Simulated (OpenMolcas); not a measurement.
**Cu²⁺: CASSCF and CASPT2 terms and fine-structure levels**

Which level of Cu²⁺ lies lowest, and where do the others fall? The reference wave functions come first, then spin-orbit coupling, then second-order correlation.

The numbers are computed with OpenMolcas 26.06 (state-averaged CASSCF and CASPT2, spin-orbit coupling by RASSI with atomic mean-field integrals), except any that are marked as measured or tabulated.

**1. What is computed**

```
Species                           : Cu²⁺ (copper, Z = 29, 27 electrons)
Basis                             : ANO-L-VTZP [6s5p3d2f1g], 59 functions
Scalar Hamiltonian                : non-relativistic, point nucleus
Inactive shells                   : 1s 2s 2p 3s 3p
Active space                      : 9 electrons in 6 orbitals (3d 4s)
Some configurations of this space : 3d⁷ 4s², 3d⁸ 4s, 3d⁹
Orbitals                          : optimised for the ground-state spin in each parity, averaged over the low roots
```

Outer shells as boxes (Hund's rule):

3d7 4s2
```
3d [↑↓][↑↓][↑ ][↑ ][↑ ]
4s [↑↓]
```

3d8 4s
```
3d [↑↓][↑↓][↑↓][↑ ][↑ ]
4s [↑ ]
```

3d9
```
3d [↑↓][↑↓][↑↓][↑↓][↑ ]
```

The work runs as a chain of OpenMolcas steps in one folder; each step below is one input file. Labels, J, g values, rates, χT and fits are worked out afterwards by a script from the matrices that RASSI stores.

**2. GATEWAY and SEWARD: basis and integrals**

Contents of a.inp:

```
&GATEWAY
Coord
1

Cu 0.0 0.0 0.0
Basis=ANO-L-VTZP
Group=XYZ
NoMove
AngMom=0.0 0.0 0.0
AMFI
&SEWARD
```

Started as:

```bash
$ OMP_NUM_THREADS=1 MOLCAS_MEM=1689 MOLCAS_PROJECT=a pymolcas a.inp > a.log
```

**3. CASSCF: doublets of even parity, 29 roots**

Contents of a.inp:

```
&RASSCF
FileOrb=start.orb
Symmetry=1
Spin=2
nActEl=9 0 0
Inactive=3 6
Ras2=6 0
CIRoot=29 29 1
SDav=70
CIMx=300
Iter=120 100
PrWF=0.3
OrbListing=Nothing
MaxOrb=0
Atom
>>> COPY $Project.JobIph JOB001
```

start.orb holds the contracted functions of the basis, ordered by shell, or the orbitals of the step before.

**4. Reference wave functions, quartets of even parity, 20 roots**

Contents of a.inp:

```
&RASSCF
FileOrb=start.orb
Symmetry=1
Spin=4
nActEl=9 0 0
Inactive=3 6
Ras2=6 0
CIRoot=20 20 1
SDav=20
CIMx=300
Iter=120 100
PrWF=0.3
OrbListing=Nothing
MaxOrb=0
Atom
CIOnly
>>> COPY $Project.JobIph JOB002
```

**5. RASSI: spin-orbit coupling between the states**

Contents of a.inp:

```
&RASSI
NrOfJobIphs=2 29 10
1 2 3 4 5 6 7 8 9 10 11 12 13 14 15 16 17 18 19 20 21 22 23 24 25 26 27
28 29
1 2 3 4 5 6 7 8 9 10
IphNames
JOB001
JOB002
EJob
SpinOrbit
DIPRint=1.0
SOCoupling=1000.0
Subsets=2
MEES
Property=10
'ANGMOM' 1 'ANGMOM' 2 'ANGMOM' 3 'MLTPL  1' 1 'MLTPL  1' 2 'MLTPL  1' 3
'AMFI' 1 'AMFI' 2 'AMFI' 3 'MLTPL  2' 6
SOProperty=3
'ANGMOM' 1 'ANGMOM' 2 'ANGMOM' 3
```

**6. CASPT2: IPEA 0.25, imaginary shift 0.1 (closed shells correlated: 3s 3p)**

Contents of a.inp:

```
>>> COPY JOB001 $Project.JobIph
&CASPT2
Multistate=29 1 2 3 4 5 6 7 8 9 10 11 12 13 14 15 16 17 18 19 20 21 22
23 24 25 26 27 28 29
Frozen=2 3
IPEA=0.25
Imaginary=0.1
MaxIter=60
WThr=0.0 0.3 0.05
PrWF=0.5
NoMix
>>> COPY JOB002 $Project.JobIph
&CASPT2
Multistate=10 1 2 3 4 5 6 7 8 9 10
Frozen=2 3
IPEA=0.25
Imaginary=0.1
MaxIter=60
WThr=0.0 0.3 0.05
PrWF=0.5
NoMix
```

(Steps that only read results are left out.)

**Question.** What will these runs give? Wanted: lowest level; first excited level; lowest level of another term; spin-orbit lowering of the lowest level; strongest of the lines computed, by gA.

**Answer**, as computed:

| quantity | value |
| --- | --- |
| method | SS-CASPT2, IPEA 0.25, imaginary shift 0.1 (closed shells correlated: 3s 3p) |
| lowest level | 3d⁹ ²D_5/2, 100 % of that term, g = 1.200 |
| ground level listed by NIST | 2D5/2 |
| first excited level | 3d⁹ ²D_3/2 at 2220 cm⁻¹ |
| lowest level of another term | 3d⁸ 4s ⁴F_9/2 at 64670 cm⁻¹ |
| spin-orbit lowering of the lowest level | 888 cm⁻¹ |
| strongest of the lines computed, by gA (one parity, so forbidden lines), at CASSCF energies | 3d⁸ 4s ²G_9/2 → 3d⁹ ²D_5/2, 143.8 nm, A = 5.75e+01 s⁻¹ |

Cost and accuracy by method:

```
                                              method  time of its own steps  time with the reference  mean absolute difference from the measured levels (cm-1)
                                           A. CASSCF                   37 s                     37 s                                                     19000
B. SS-CASPT2, IPEA 0.25, imaginary shift 0.1, +3s 3p                   24 s                     62 s                                                      3000
```

Times are of one thread on a shared host.

**Reading.** The multiplet ²D is inverted. Method B lies closest to the measured levels (3000 cm⁻¹ on average) and A farthest (19000). Only the configurations of the active space and the roots asked for are present. The quartets rest on orbitals optimised for another spin in at least one step, which raises them against the optimised states. Not all states of the active space went into the spin-orbit step. CASPT2 does not keep the components of a term degenerate, and the means are used. Configurations with different d counts are hard to place against each other, and can be off by thousands to tens of thousands of cm-1. Levels of other configurations are missing from the list.
